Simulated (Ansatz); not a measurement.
# BC6: the cost of one run

Method: DFT PBE, scalar-relativistic, plane waves, PAW, in Ansatz 0.2.0.

### 1 Starting point

The cell holds 14 atoms (C12B2): a = 4.977 Å, b = 4.935 Å, c = 4.826 Å, α = 92.52°, β = 89.42°, γ = 94.55°.

It is the last frame of an earlier stage of the same melt, run at 4000 K.

Coordinates:

```cif
data_structure
_symmetry_space_group_name_H-M 'P 1'
_symmetry_Int_Tables_number 1
_cell_length_a 4.9769
_cell_length_b 4.9347
_cell_length_c 4.8257
_cell_angle_alpha 92.521
_cell_angle_beta 89.422
_cell_angle_gamma 94.554
_cell_volume 118.03
loop_
_atom_site_label
_atom_site_type_symbol
_atom_site_fract_x
_atom_site_fract_y
_atom_site_fract_z
_atom_site_occupancy
C1 C 0.29096 0.89581 0.08262 1
C2 C 0.31730 0.19042 0.67067 1
C3 C 0.54488 0.58551 0.38683 1
C4 C 0.94023 0.57653 0.94015 1
C5 C 0.79456 0.96760 0.22084 1
C6 C 0.13981 0.54854 0.37398 1
C7 C 0.75578 0.57399 0.57555 1
C8 C 0.56094 0.83370 0.20031 1
C9 C 0.07050 0.75218 0.18064 1
C10 C 0.21598 0.05642 0.90062 1
C11 C 0.67501 0.37029 0.80918 1
C12 C 0.99916 0.65198 0.69227 1
B1 B 0.29888 0.36672 0.45469 1
B2 B 0.86661 0.17943 0.89477 1
```

### 2 Stage at 2880 K

One k point, a Fermi-Dirac width of 0.248 eV and a fixed cell.

input.yaml

```yaml
crystal:
  lattice:
    - [4.972998, -0.19666, 0.022586]
    - [-0.19666, 4.929606, -0.10694]
    - [0.022586, -0.10694, 4.824463]
  atoms:
    - { symbol: C, position: [0.2909640775, 0.8958067077, 0.0826238187] }
    - { symbol: C, position: [0.3173034413, 0.190420133, 0.6706671248] }
    - { symbol: C, position: [0.5448802649, 0.5855063376, 0.3868301071] }
    - { symbol: C, position: [0.9402302718, 0.576526189, 0.9401455147] }
    - { symbol: C, position: [0.7945637479, 0.9675965345, 0.2208354248] }
    - { symbol: C, position: [0.1398125605, 0.5485420624, 0.3739841801] }
    - { symbol: C, position: [0.75577664, 0.5739942803, 0.5755545953] }
    - { symbol: C, position: [0.5609360284, 0.8337031043, 0.2003148731] }
    - { symbol: C, position: [0.070496777, 0.7521824896, 0.1806426679] }
    - { symbol: C, position: [0.215978292, 0.0564223049, 0.9006170239] }
    - { symbol: C, position: [0.6750147557, 0.370287774, 0.809182073] }
    - { symbol: C, position: [0.9991564098, 0.6519835627, 0.6922747123] }
    - { symbol: B, position: [0.2988843076, 0.3667194148, 0.4546899061] }
    - { symbol: B, position: [0.8666091923, 0.1794349792, 0.8947675495] }
  symmetry: { detect: false }
basis:
  ecutwfc: 420
  xc_grid: 1
kpoints:
  mp_grid: { grid: [1, 1, 1], shift: [0.25, 0.25, 0.25] }
hamiltonian:
  xc: pbe
scf:
  occupations: { method: fermi_dirac, width: 0.2482 }
  lower_state_search: "off"
  convergence: { dr2_threshold: 1.0e-05 }
output:
  forces: true
  stress: true
md:
  timestep: 1.5
  n_steps: 250
  ensemble: nvt_langevin
  friction: 0.03
  temperature: 2880.0
  initial_velocities: maxwell_boltzmann
  seed: 1641
```

Started as:

```bash
$ ansatz run input.yaml --threads 2 --pin off --max-ram 5120MiB --backend cpu --events-out ev --progress --plain --runs-dir out
```

**Question.** How long does this run take on 2 threads of Arm Neoverse V1, shared host, and how much memory does it need?

About 98 s, with a peak of 0.29 GiB.
